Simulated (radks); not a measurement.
# Nuclear size and the levels of Br⁺

The task here is to estimate one member of a computed series from the others.

Method: Dirac Kohn-Sham, relativistic LDA (MacDonald-Vosko exchange, VWN5 correlation), spin-unpolarised, spherical densities, finite nucleus; open shells fill j = l - 1/2 first. Code: radks (a radial shooting solver on a logarithmic mesh, Libxc functionals) version 1.

**Starting point**

| Quantity | Value |
| --- | --- |
| element | bromine (Z = 35) |
| charge | +1 |
| electrons | 34 |
| configuration | [Ar] 3d10 4s2 4p4 |
| nuclear rms radius | 4.1629 fm |

Set-up of the first run:

The run's settings:

```text
Z 35
configuration [Ar] 3d10 4s2 4p4 5s0 4d0
relativity Dirac
functional lda_x_rel,vwn5
spin unpolarised
j_filling energy
nucleus finite rms 4.1629 fm
c 137.035999084
```

Steps of the session up to this table: rms radius 4.1629 fm.

One table of the session follows, with a row left open; its other results are not shown here.

It belongs to the step «rms radius 4.1629 fm». From the orbitals of this run (lengths in bohr):

| level | <r> | outermost maximum (interpolated) | 90 % within | nodes |
| --- | --- | --- | --- | --- |
| 3d3/2 | 0.5880 | 0.428 | 0.970 | 0 |
| 3d5/2 | 0.5921 | 0.431 | 0.977 | 0 |
| 4s1/2 | ? | ? | ? | ? |
| 4p1/2 | 1.935 | 1.60 | 2.94 | 2 |
| 4p3/2 | 1.973 | 1.63 | 2.99 | 2 |
| 5s1/2 | 4.597 | 4.04 | 6.73 | 4 |
| 4d3/2 | 3.977 | 3.02 | 6.41 | 1 |
| 4d5/2 | 3.998 | 3.04 | 6.44 | 1 |

Q: Estimate the row for 4s1/2 from the others.

**Answer.** <r>: 1.632; outermost maximum (interpolated): 1.40; 90 % within: 2.42; nodes: 3. In the column «<r>» it lies between 3d5/2 (0.5921) and 4p1/2 (1.935).
